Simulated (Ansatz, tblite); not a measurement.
# The cluster Sn₂₁AsH₃₂−: one state, many levels

Aim: run the singlet of the cluster Sn₂₁AsH₃₂− at one geometry on many levels, and compare frontier levels, spin and run time.

The runs use Ansatz 0.2.0, Gaussian basis; as each input shows.

The runs, in order: GFN1-xTB, GFN2-xTB, PBE-D4/def2-TZVP, r2SCAN-D4/def2-TZVP, BLYP-D4/def2-TZVP, PBE-D4/def2-SVP, PBE0-D4/def2-SVP, MP2/def2-SVP, RPA/def2-SVP.

3 further runs of the same task are left out: 2 for a known fault of the program, 1 set aside as unsound or not needed. Runs told in other sessions of the task aren't counted.

### Step 1. The structure

The geometry is that of the singlet, from an earlier relaxation (r2SCAN-D4/def2-SVP).

54 atoms, charge -1, spin multiplicity 1.

Bond lengths: Sn1–Sn13 2.806 Å, Sn1–Sn14 2.801 Å, Sn1–H23 1.729 Å, Sn1–H24 1.722 Å, Sn2–Sn12 2.810 Å, Sn2–Sn16 2.819 Å, Sn2–H25 1.734 Å, Sn2–H26 1.726 Å, Sn3–Sn15 2.815 Å, Sn3–Sn17 2.822 Å, Sn3–H27 1.733 Å, Sn3–H28 1.726 Å, Sn4–Sn13 2.820 Å, Sn4–Sn18 2.795 Å, Sn4–Sn19 2.820 Å, Sn4–H29 1.734 Å, Sn5–Sn15 2.801 Å, Sn5–Sn18 2.797 Å and more. Angles: Sn13–Sn1–Sn14 106.6°, Sn13–Sn1–H23 108.3°, Sn13–Sn1–H24 113.7°, Sn14–Sn1–H23 111.1°, Sn14–Sn1–H24 111.2°, H23–Sn1–H24 105.9°, Sn12–Sn2–Sn16 114.1°, Sn12–Sn2–H25 103.5°, Sn12–Sn2–H26 105.1°, Sn16–Sn2–H25 115.3°, Sn16–Sn2–H26 113.3°, H25–Sn2–H26 104.4°, Sn15–Sn3–Sn17 110.5°, Sn15–Sn3–H27 105.3°, Sn15–Sn3–H28 108.6°, Sn17–Sn3–H27 113.3°, Sn17–Sn3–H28 113.7°, H27–Sn3–H28 104.9° and more.

Sn takes a core potential in the def2 sets. No spin-orbit coupling is included. The ion is computed in the gas phase, without counter-ions or solvent.

PBE0-D4/def2-TZVP was run before; its log isn't repeated, and its numbers join the tables.

### Step 2. GFN1-xTB

Tight binding, by tblite at 300 K electronic temperature and without a spin-polarisation term:

```python
tblite.interface.Calculator('GFN1-xTB', numbers, positions, charge=-1, uhf=0).singlepoint()
```

Energy -1984.9948 eV, HOMO -7.87 eV, LUMO -6.21 eV; 0.48 s.

### Step 3. GFN2-xTB

Tight binding, by tblite at 300 K electronic temperature and without a spin-polarisation term:

```python
tblite.interface.Calculator('GFN2-xTB', numbers, positions, charge=-1, uhf=0).singlepoint()
```

Energy -1730.9548 eV, HOMO -8.43 eV, LUMO -7.29 eV; 1.1 s.

### Step 4. PBE-D4/def2-TZVP

start.molden holds the orbitals of an earlier run on this state, given as this run's starting guess.

Input file in.yaml:

```yaml
crystal:
  periodic: [false, false, false]
  atoms:
    - {symbol: Sn, position_ang: [-5.120451, 1.686277, -0.713648]}
    - {symbol: Sn, position_ang: [-2.145853, -3.934049, 2.790388]}
    - {symbol: Sn, position_ang: [1.140502, -4.423649, -0.707061]}
    - {symbol: Sn, position_ang: [-1.985361, 2.009703, -3.862596]}
    - {symbol: Sn, position_ang: [1.109507, -1.078488, -3.751138]}
    - {symbol: As, position_ang: [-1.591632, -0.971191, -0.613463]}
    - {symbol: Sn, position_ang: [-1.209907, 2.032619, 1.642407]}
    - {symbol: Sn, position_ang: [1.132662, -0.769452, 2.375780]}
    - {symbol: Sn, position_ang: [0.866692, 2.249016, -0.257377]}
    - {symbol: Sn, position_ang: [4.210109, -1.337913, -0.517657]}
    - {symbol: Sn, position_ang: [4.469530, 2.306934, 2.871332]}
    - {symbol: Sn, position_ang: [-3.309326, -2.503004, 0.670749]}
    - {symbol: Sn, position_ang: [-3.343824, 0.144020, -2.242657]}
    - {symbol: Sn, position_ang: [-3.552458, 3.399484, 0.852701]}
    - {symbol: Sn, position_ang: [-0.539649, -2.760466, -2.235449]}
    - {symbol: Sn, position_ang: [-0.197603, -2.488182, 4.225689]}
    - {symbol: Sn, position_ang: [2.601565, -2.900348, 1.165904]}
    - {symbol: Sn, position_ang: [-0.339975, 0.502804, -5.545759]}
    - {symbol: Sn, position_ang: [-0.291699, 3.714269, -2.385931]}
    - {symbol: Sn, position_ang: [2.432022, 0.444257, -1.782389]}
    - {symbol: Sn, position_ang: [3.321076, 0.013954, 4.058024]}
    - {symbol: Sn, position_ang: [2.791033, 3.771922, 1.144350]}
    - {symbol: H, position_ang: [-6.132489, 2.580182, -1.794044]}
    - {symbol: H, position_ang: [-6.185680, 0.748718, 0.262087]}
    - {symbol: H, position_ang: [-3.511683, -4.459048, 3.720418]}
    - {symbol: H, position_ang: [-1.533638, -5.380927, 2.074712]}
    - {symbol: H, position_ang: [2.145058, -5.239185, -1.859309]}
    - {symbol: H, position_ang: [0.181359, -5.668863, 0.006955]}
    - {symbol: H, position_ang: [-3.160537, 2.898608, -4.777317]}
    - {symbol: H, position_ang: [2.325181, -1.994069, -4.580885]}
    - {symbol: H, position_ang: [-1.834259, 0.515228, 2.150376]}
    - {symbol: H, position_ang: [-0.599324, 2.813456, 3.063182]}
    - {symbol: H, position_ang: [5.079053, -2.078945, -1.818741]}
    - {symbol: H, position_ang: [5.373588, -0.395753, 0.343257]}
    - {symbol: H, position_ang: [5.856702, 1.944678, 1.906081]}
    - {symbol: H, position_ang: [5.040578, 3.485402, 4.009052]}
    - {symbol: H, position_ang: [-4.154421, -3.505908, -0.460130]}
    - {symbol: H, position_ang: [-4.487034, -1.390946, 1.275728]}
    - {symbol: H, position_ang: [-4.165635, -1.015341, -3.235608]}
    - {symbol: H, position_ang: [-4.475066, 3.897035, 2.227802]}
    - {symbol: H, position_ang: [-3.269819, 4.836660, -0.055889]}
    - {symbol: H, position_ang: [-1.747544, -3.589131, -3.160202]}
    - {symbol: H, position_ang: [0.619051, -3.730173, 5.124849]}
    - {symbol: H, position_ang: [-1.152721, -1.675932, 5.426880]}
    - {symbol: H, position_ang: [3.639687, -4.051771, 1.954536]}
    - {symbol: H, position_ang: [-1.250737, -0.471174, -6.644984]}
    - {symbol: H, position_ang: [0.696324, 1.480996, -6.522017]}
    - {symbol: H, position_ang: [0.903721, 4.250904, -3.515376]}
    - {symbol: H, position_ang: [-1.171691, 5.131620, -1.939349]}
    - {symbol: H, position_ang: [3.337946, 1.649678, -2.653725]}
    - {symbol: H, position_ang: [2.848461, 0.621655, 5.615867]}
    - {symbol: H, position_ang: [4.697636, -0.987047, 4.409688]}
    - {symbol: H, position_ang: [1.942371, 4.991937, 2.030090]}
    - {symbol: H, position_ang: [3.745801, 4.644438, -0.005980]}
basis:
  gaussian: {orbitals: def2-TZVP, fitting: {mean_field: def2-universal-jkfit}, initial_orbitals: start.molden}
total_charge: -1
hamiltonian: {xc: pbe, dispersion: d4}
scf: {omitted_lower_state_checks: [starts]}
output: {forces: true, orbitals: {seedname: orbitals}}
```

On the command line:

```sh
ansatz run in.yaml --threads 11 --pin off --events-out ev --progress --plain --max-ram 174080MiB --backend cuda --devices 0, --max-vram 75GiB
```

The runs that follow: r2SCAN-D4/def2-TZVP; BLYP-D4/def2-TZVP; PBE-D4/def2-SVP; PBE0-D4/def2-SVP; MP2/def2-SVP; RPA/def2-SVP.

Before running them: what should the planned runs give, taken together? Wanted: gap in def2-TZVP, named functionals, smallest and largest; correlation energy, MP2/def2-SVP; PBE0 total energy, smallest basis above largest.

**Answer**, as computed:

| quantity | value |
| --- | --- |
| gap in def2-TZVP, named functionals, smallest and largest | 1.96 eV (BLYP-D4), 3.37 eV (PBE0-D4) |
| correlation energy, MP2/def2-SVP | -72.60 eV |
| PBE0 total energy, smallest basis above largest | 11.60 eV (def2-SVP, def2-TZVP) |

**Reading.** Orbital gaps of the named functionals in def2-TZVP span 1.96 eV (BLYP-D4) to 3.37 eV (PBE0-D4); exact exchange widens it.
